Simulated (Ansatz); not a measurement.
# CH6AlGaOSe: the cost of one run

The runs use Ansatz 0.2.0, Gaussian basis; the settings change from run to run.

1 further run of the same task is left out (for a known fault of the program).

**1. The geometry**

An earlier PBE0-D4 in a triple-zeta def2 set relaxation fixed the geometry.

SMILES `[CH3][Al]([OH])[Se][GaH2]`, 11 atoms, charge 0, spin multiplicity 1.

Atoms are counted from 1 here; the program's logs count them from 0.

Bond lengths: C1–Al2 1.935 Å, C1–H6 1.094 Å, C1–H7 1.094 Å, C1–H8 1.092 Å, Al2–O3 1.761 Å, Al2–Se4 2.253 Å, O3–H9 0.957 Å, Se4–Ga5 2.455 Å, Ga5–H10 1.567 Å, Ga5–H11 1.567 Å. Angles: Al2–C1–H6 111.2°, Al2–C1–H7 111.1°, Al2–C1–H8 111.2°, H6–C1–H7 107.4°, H6–C1–H8 107.9°, H7–C1–H8 107.9°, C1–Al2–O3 120.2°, C1–Al2–Se4 139.8°, O3–Al2–Se4 100.0°, Al2–O3–H9 133.5°, Al2–Se4–Ga5 76.8°, Se4–Ga5–H10 114.5°, Se4–Ga5–H11 114.6°, H10–Ga5–H11 125.2°.

**2. B97M-V/pcseg-2**

Set apart from the defaults: atoms shaken by 0.03 Å, density fitting with cc-pVTZ-jkfit, high accuracy.

Input file in.yaml:

```yaml
crystal:
  periodic: [false, false, false]
  atoms:
    - {symbol: C, position_ang: [-1.690898, 0.263194, 1.619728]}
    - {symbol: Al, position_ang: [-0.502838, -0.281305, 0.196993]}
    - {symbol: O, position_ang: [0.898509, 0.574176, -0.158713]}
    - {symbol: Se, position_ang: [-0.401177, -1.803315, -1.507802]}
    - {symbol: Ga, position_ang: [1.646779, -0.486404, -1.800963]}
    - {symbol: H, position_ang: [-2.027373, 1.278112, 1.492140]}
    - {symbol: H, position_ang: [-1.157869, 0.127169, 2.577884]}
    - {symbol: H, position_ang: [-2.602105, -0.398932, 1.602118]}
    - {symbol: H, position_ang: [1.354020, 1.391664, 0.242278]}
    - {symbol: H, position_ang: [1.495345, 0.485270, -2.988029]}
    - {symbol: H, position_ang: [2.962119, -1.148426, -1.290123]}
basis:
  gaussian: {orbitals: pcseg-2, fitting: {mean_field: cc-pVTZ-jkfit}}
hamiltonian: {xc: {name: B97M-V}}
accuracy: high
```

Started as:

```bash
> ansatz run in.yaml --threads 2 --pin off --events-out ev --progress --plain --max-ram 32768MiB --backend cpu
```

What time and memory should one allow on 2 threads of AMD EPYC 7R13, shared host?

About 80 s, with a peak of 0.94 GiB.
